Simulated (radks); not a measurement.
**Sc in [Ar] 3d1 4s2: an all-electron calculation**

An exercise on one series of results from a longer session: the logs are not shown, and one member is left open.

The numbers are computed with radks (a radial shooting solver on a logarithmic mesh, Libxc functionals) version 1 (Dirac Kohn-Sham, LDA (Slater exchange, VWN5 correlation), spin-unpolarised, spherical densities, point nucleus; open shells are shared between the two j in proportion to 2j + 1), except any that are marked as measured or tabulated.

**The atom as given**

* element: scandium (Z = 21)
* charge: 0
* electrons: 21
* configuration: [Ar] 3d1 4s2

Outer shells as boxes (Hund's rule):

Sc
```
[Ar] core
3d [↑ ][  ][  ][  ][  ]
4s [↑↓]
```

The first run:

Settings of this run:

```text
Z 21
configuration [Ar] 3d1 4s2
relativity Dirac
functional lda,vwn5
spin unpolarised
j_filling average
nucleus point
c 137.035999084
```

One table of the session follows, with a row left open; its other results are not shown here.

It belongs to the step «Radial structure». From the orbitals of this run (lengths in bohr):

```
level      <r>  outermost maximum (interpolated)  90 % within  nodes
1s1/2  0.07320                            0.0479        0.131      0
2s1/2   0.3444                             0.284        0.536      1
2p1/2   0.3064                             0.231        0.506      0
2p3/2   0.3090                             0.233        0.509      0
3s1/2    1.077                             0.926         1.62      2
3p1/2    1.165                             0.962         1.80      1
3p3/2    1.173                             0.969         1.82      1
4s1/2        ?                                 ?            ?      ?
3d3/2    1.850                              1.09         3.34      0
3d5/2    1.857                              1.10         3.35      0
```

Q: Estimate the row for 4s1/2 from the others.

**Answer.** <r>: 3.686; outermost maximum (interpolated): 3.07; 90 % within: 5.55; nodes: 3. In the column «<r>» it is the highest.

To keep in mind: Spin polarisation and multiplet splitting are left out.
